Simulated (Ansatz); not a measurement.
# Pt2Se: the cost of one run

Method: DFT PBE, scalar-relativistic, plane waves, PAW, in Ansatz 0.2.0.

**1. The structure to begin with**

The structure is tetragonal, space group P4/nmm (No. 129). The conventional cell has a = 3.763 Å, b = 3.763 Å, c = 7.897 Å, α = 90.00°, β = 90.00°, γ = 90.00°. Pt (site symmetry -4m2) has 4 Pt at 2.66 Å and 4 Se at 2.90 Å as nearest neighbours. Around Pt (site symmetry 4mm) lie 5 Se at 2.73 to 2.84 Å. Around Se (site symmetry 4mm) lie 9 Pt at 2.73 to 2.90 Å.

Structure file:

```
CELL_PARAMETERS angstrom
3.76289 0.00000 0.00000
0.00000 3.76289 0.00000
0.00000 0.00000 7.89691
ATOMIC_POSITIONS crystal
Pt 0.00000 0.00000 0.00000
Pt 0.50000 0.50000 0.00000
Pt 0.50000 0.00000 0.64000
Pt 0.00000 0.50000 0.36000
Se 0.50000 0.00000 0.28000
Se 0.00000 0.50000 0.72000
```

(A quick probe on a coarse mesh, which set the mesh and smearing, is not shown.)

**3. Coarse relaxation**

input.yaml reads:

```yaml
crystal:
  lattice:
    - [3.7628903286, 0.0, 0.0]
    - [0.0, 3.7628903286, 0.0]
    - [0.0, 0.0, 7.8969125227]
  atoms:
    - { symbol: Pt, position: [0.0, 0.0, 0.0] }
    - { symbol: Pt, position: [0.5, 0.5, 0.0] }
    - { symbol: Pt, position: [0.5, 0.0, 0.64] }
    - { symbol: Pt, position: [0.0, 0.5, 0.36] }
    - { symbol: Se, position: [0.5, 0.0, 0.28] }
    - { symbol: Se, position: [0.0, 0.5, 0.72] }
basis:
  ecutwfc: 420
kpoints:
  mp_grid: { grid: [4, 4, 2] }
hamiltonian:
  xc: pbe
scf:
  occupations: { method: gaussian, width: 0.1 }
  lower_state_search: "off"
output:
  forces: true
  stress: true
  eigenvalues: true
relax:
  adjacent_minimum: "off"
  f_tol: 0.04
  max_steps: 70
  cell: { stress_tol: 0.4 }
```

What time and memory should one allow on 1 thread of an Arm CPU, shared host?

About 73 s, with a peak of 0.4 GiB.
